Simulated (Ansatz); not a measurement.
# YbMn2Sb2: the cost of one run

Computed with Ansatz 0.2.0 (DFT PBE+U (U_eff = 6 eV on Yb 4f), scalar-relativistic, plane waves, PAW, unless a step's input says otherwise).

These runs use a low cutoff (300 eV) and a coarse mesh on purpose, to show what cheap settings give: their numbers aren't properties of the material.

## (1) The starting structure

Symmetry: P-3m1, No. 164, trigonal system. The conventional cell has a = 4.522 Å, b = 4.522 Å, c = 7.439 Å, α = 90.00°, β = 90.00°, γ = 120.00°. Around Yb (site symmetry -3m) lie 6 Sb at 3.25 Å. Mn (site symmetry 3m) is surrounded by 4 Sb at 2.68 to 2.76 Å. Sb (site symmetry 3m) is surrounded by 4 Mn at 2.68 to 2.76 Å.

Structure file:

```xyz
5
Lattice="4.5220 0.0000 0.0000 -2.2610 3.9162 0.0000 0.0000 0.0000 7.4390" Properties=species:S:1:pos:R:3 pbc="T T T"
Yb    0.0000    0.0000    0.0000
Mn    0.0000    2.6108    4.6122
Mn    2.2610    1.3054    2.8268
Sb    0.0000    2.6108    1.9341
Sb    2.2610    1.3054    5.5049
```

The moments start at Mn 3.50 μB.

## (2) A coarse mesh, to find the state of the open shells

input.yaml reads:

```yaml
crystal:
  lattice:
    - [4.522, 0.0, 0.0]
    - [-2.261, 3.9161668759, 0.0]
    - [0.0, 0.0, 7.439]
  atoms:
    - { symbol: Yb, position: [0.0, 0.0, 0.0] }
    - { symbol: Mn, position: [0.3333333333, 0.6666666667, 0.62], spin: 3.5 }
    - { symbol: Mn, position: [0.6666666667, 0.3333333333, 0.38], spin: 3.5 }
    - { symbol: Sb, position: [0.3333333333, 0.6666666667, 0.26] }
    - { symbol: Sb, position: [0.6666666667, 0.3333333333, 0.74] }
basis:
  ecutwfc: 300
  ecutrho_ratio: 4
kpoints:
  mp_grid: { grid: [4, 4, 2] }
hamiltonian:
  xc: pbe
  hubbard: { sites: [{ species: Yb, l: f, u_eff: 6.0 }] }
scf:
  occupations: { method: gaussian, width: 0.05 }
output:
  forces: true
  stress: true
  eigenvalues: true
  populations: true
  hubbard: { sites: [{ species: Yb, l: f }] }
magnetization:
  spin_polarized: true
```

On the command line:

```bash
$ ansatz run input.yaml --threads 2 --pin off --max-ram 5120MiB --backend cpu --events-out ev --progress --plain --runs-dir out
```

What time and memory should one allow on 2 threads of Arm Neoverse V1, shared host?

About 9.6 s, with a peak of 0.45 GiB.
